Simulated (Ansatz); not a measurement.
**CH₃ClOSW: basis-set convergence**

An exercise on one series of results from a longer session: the logs are not shown, and one member is left open.

Method: one geometry, several basis sets; program: Ansatz 0.2.0, Gaussian basis.

Plan: PBE0-D4/def2-SVP; ωB97M-V/def2-SVP; PBE0-D4/def2-QZVPP; ωB97M-V/def2-QZVPP; the functionals' def2-TZVPP values are taken from earlier runs.

## The geometry

The geometry comes from an earlier relaxation with PBE0-D4 in a triple-zeta def2 set; it is a stationary point, not always the lowest conformer. W takes the def2 core potential; no spin-orbit term is included.

SMILES `[CH3][W](=[O])(=[S])[Cl]`, 8 atoms, charge 0, spin multiplicity 1.

Atoms are counted from 1 here; the program's logs count them from 0.

Bond lengths: C1–W2 2.093 Å, C1–H6 1.096 Å, C1–H7 1.091 Å, C1–H8 1.094 Å, W2–O3 1.691 Å, W2–S4 2.124 Å, W2–Cl5 2.259 Å. Angles: W2–C1–H6 107.7°, W2–C1–H7 112.2°, W2–C1–H8 109.3°, H6–C1–H7 108.7°, H6–C1–H8 110.0°, H7–C1–H8 108.9°, C1–W2–O3 103.9°, C1–W2–S4 104.8°, C1–W2–Cl5 110.9°, O3–W2–S4 109.3°, O3–W2–Cl5 113.2°, S4–W2–Cl5 114.0°.

Set-up of the first run:

Contents of in.yaml:

```yaml
crystal:
  periodic: [false, false, false]
  atoms:
    - {symbol: C, position_ang: [-0.908013, -0.162022, 0.649395]}
    - {symbol: W, position_ang: [0.819637, 0.101130, -0.502908]}
    - {symbol: O, position_ang: [2.000046, -0.775704, 0.331120]}
    - {symbol: S, position_ang: [0.394526, -0.866673, -2.344670]}
    - {symbol: Cl, position_ang: [1.321758, 2.293139, -0.712302]}
    - {symbol: H, position_ang: [-0.726018, 0.291464, 1.630599]}
    - {symbol: H, position_ang: [-1.152195, -1.216405, 0.790094]}
    - {symbol: H, position_ang: [-1.749742, 0.335071, 0.158672]}
basis:
  gaussian: {orbitals: def2-SVP}
hamiltonian: {xc: pbe0, dispersion: d4}
output: {orbitals: {seedname: orbitals}}
```

Launch:

```console
ansatz run in.yaml --threads 2 --pin off --events-out ev --progress --plain --max-ram 32768MiB --backend cpu
```

Steps of the session up to this table: PBE0-D4 in def2-SVP; ωB97M-V in def2-SVP; PBE0-D4 in def2-QZVPP; ωB97M-V in def2-QZVPP.

One table of the session follows, with a row left open; its other results are not shown here.

It belongs to the step «Functionals by basis». 

```
functional       basis  HOMO (eV)  LUMO (eV)
   PBE0-D4    def2-SVP      -7.94      -3.15
   PBE0-D4  def2-TZVPP          ?          ?
   PBE0-D4  def2-QZVPP      -7.91      -3.17
   ωB97M-V    def2-SVP     -10.01      -1.09
   ωB97M-V  def2-TZVPP     -10.00      -1.12
   ωB97M-V  def2-QZVPP     -10.02      -1.15
```

Estimate the missing values for PBE0-D4, def2-TZVPP.

The run gave: HOMO (eV): -7.90; LUMO (eV): -3.15. In the column «HOMO (eV)» it is the highest.
